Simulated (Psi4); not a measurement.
# A workflow on GeSiH4ClF (SMILES F[SiH](Cl)[GeH3]), part 3 of 3

Psi4 1.11.

## (5) A single-point energy at MP2/def2-QZVPP (density fitting, density fitting for correlation) (run 10)

input.in reads:

```
memory 4400 MB

molecule m {
  F      1.729442    -1.276266     0.833538
  Si     1.176703     0.097839     0.239137
  Cl     2.115184     0.430250    -1.549558
  Ge    -1.166491    -0.079008    -0.117829
  H      1.593193     1.175501     1.165669
  H     -1.889701    -0.341744     1.211904
  H     -1.448614    -1.230945    -1.091455
  H     -1.681488     1.236843    -0.718762
  units angstrom
  symmetry c1
}

set {
  basis def2-QZVPP
  scf_type df
  num_frozen_docc 20
}

result = energy("mp2")
```

Started as:

```console
psi4 -n 2 input.in input.out
```

input.out (excerpt; [...] marks lines left out):

```text
[...]
  Running in c1 symmetry.
[...]
  Nuclear repulsion =  422.741054481300012
[...]
  Multiplicity = 1
[...]
  Nalpha       = 38
  Nbeta        = 38
[...]
    Number of basis functions: 406
[...]
   @DF-RHF iter   1: -2924.24736124602714   -2.77255e+00   7.93530e-03 DIIS/ADIIS
[...]
   @DF-RHF iter  12: -2925.82454779692534   -2.68301e-11   3.14744e-09 DIIS
[...]
  @DF-RHF Final Energy: -2925.82454779692534
   => Energetics <=
    Nuclear Repulsion Energy =            422.7410544813000115
    One-Electron Energy =               -4917.4412407013815027
    Two-Electron Energy =                1568.8756384231560332
    Total Energy =                      -2925.8245477969253443
[...]
```

Run time: 17 s. Hardware: 2 threads of AMD EPYC 7R43 (Zen 3), shared host; peak memory 1.7 GiB.

## (6) All runs side by side

| run | level | geom maxiter | max force g convergence | energy (Eh) | dipole moment (D) | HOMO energy (eV) | LUMO energy (eV) | wall time |
| --- | --- | --- | --- | --- | --- | --- | --- | --- |
| 1 | PBE-D4/def2-SVP (density fitting) | 60 | 0.0005 | -2927.716059 | 1.51 | -7.06 | -1.10 | 50 s |
| 2 | PBE0-D4/def2-TZVP (density fitting) | 50 | 0.0002 | -2928.499125 | 1.51 | -8.34 | -0.43 | 72 s |
| 3 | PBE0-D4/def2-TZVP (density fitting) | – | – | -2928.499125 | 1.51 | – | – | 9.7 min |
| 4 | PBE-D4/def2-TZVPP (density fitting) | – | – | -2928.376930 | 1.39 | -7.13 | -1.27 | 29 s |
| 5 | r2SCAN-D4/def2-TZVPP (density fitting) | – | – | -2929.022979 | 1.43 | -7.44 | -0.99 | 61 s |
| 6 | B3LYP-D4/def2-TZVPP (density fitting) | – | – | -2929.223891 | 1.49 | -8.14 | -0.61 | 27 s |
| 7 | PBE0-D4/def2-TZVPP (density fitting) | – | – | -2928.500147 | 1.52 | -8.34 | -0.43 | 28 s |
| 8 | wB97M-V/def2-TZVPP (density fitting) | – | – | -2928.934633 | 1.48 | -10.45 | 1.36 | 69 s |
| 9 | CCSD(T)/def2-TZVPP (density fitting, density fitting for correlation) | – | – | -2926.645722 | – | -11.14 | 2.79 | 17 min |
| 10 | MP2/def2-QZVPP (density fitting, density fitting for correlation) | – | – | -2926.962273 | – | -11.15 | 2.38 | 17 s |

## (7) Results

This closing draws on all 3 parts.

| quantity | value |
| --- | --- |
| run 10, MP2/def2-QZVPP: total energy | -2926.96227 Eh |
| run 10, MP2/def2-QZVPP: HOMO energy (Hartree–Fock orbitals) | -11.15 eV |
| run 10, MP2/def2-QZVPP: LUMO energy (Hartree–Fock orbitals) | 2.38 eV |
| run 10, MP2/def2-QZVPP: HOMO–LUMO gap (Hartree–Fock orbitals) | 13.52 eV |
| run 10, MP2/def2-QZVPP: correlation energy (20 core orbitals frozen) | -1137.7 mEh |

**Reading.** Over runs 3, 4, 5, 6, 7, 8 the dipole moment (its size) runs from 1.39 D (PBE-D4/def2-TZVPP) to 1.52 D (PBE0-D4/def2-TZVPP). Over runs 4, 5, 6, 7, 8 the HOMO–LUMO gap runs from 5.86 eV (PBE-D4/def2-TZVPP) to 11.81 eV (wB97M-V/def2-TZVPP). Totals of different functionals can't be ranked against each other. All runs together took 33 min, the longest 17 min.
